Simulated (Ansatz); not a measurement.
# Au: the cost of one run

Computed with Ansatz 0.2.0 (DFT PBE, scalar-relativistic, plane waves, PAW, unless a step's input says otherwise).

The COD entry's cell or inner coordinates are ideal or old and differ from later refinements, so a difference from it is no clean test against experiment.

### Step 1. Starting point

It takes space group Fm-3m (No. 225, cubic). The conventional cell has a = 4.070 Å, b = 4.070 Å, c = 4.070 Å, α = 90.00°, β = 90.00°, γ = 90.00°. Au (site symmetry m-3m) has 12 Au at 2.88 Å as nearest neighbours.

Structure file:

```cif
data_structure
_symmetry_space_group_name_H-M 'P 1'
_symmetry_Int_Tables_number 1
_cell_length_a 2.8779
_cell_length_b 2.8779
_cell_length_c 2.8779
_cell_angle_alpha 60.000
_cell_angle_beta 60.000
_cell_angle_gamma 60.000
_cell_volume 16.85
loop_
_atom_site_label
_atom_site_type_symbol
_atom_site_fract_x
_atom_site_fract_y
_atom_site_fract_z
_atom_site_occupancy
Au1 Au 0.00000 0.00000 0.00000 1
```

The structure rests on an entry of the Crystallography Open Database; cell or positions may have been set otherwise for this series.

### Step 2. Relaxing cell and atoms: Au, no spin

The input, input.yaml:

```yaml
crystal:
  lattice:
    - [0.0, 2.035, 2.035]
    - [2.035, 0.0, 2.035]
    - [2.035, 2.035, 0.0]
  atoms:
    - { symbol: Au, position: [0.0, 0.0, 0.0] }
scf:
  occupations: { method: gaussian, width: 0.2 }
output:
  forces: true
  stress: true
  eigenvalues: true
  write_density: true
  write_potential: true
  elf: true
  volumetric_format: npy
hamiltonian:
  xc: pbe
relax:
  f_tol: 0.001
  max_steps: 60
  cell: { stress_tol: 0.03 }
kpoints:
  mp_grid: { grid: [36, 36, 36] }
```

Started as:

```sh
$ ansatz run input.yaml --threads 16 --pin off --max-ram 24576MiB --backend cpu --events-out ev --progress --plain --runs-dir out
```

Q: Estimate wall time and peak memory on 16 threads of Intel Xeon at 2.50GHz (Skylake/Cascade Lake), shared host.

About 32 s, with a peak of 0.72 GiB.
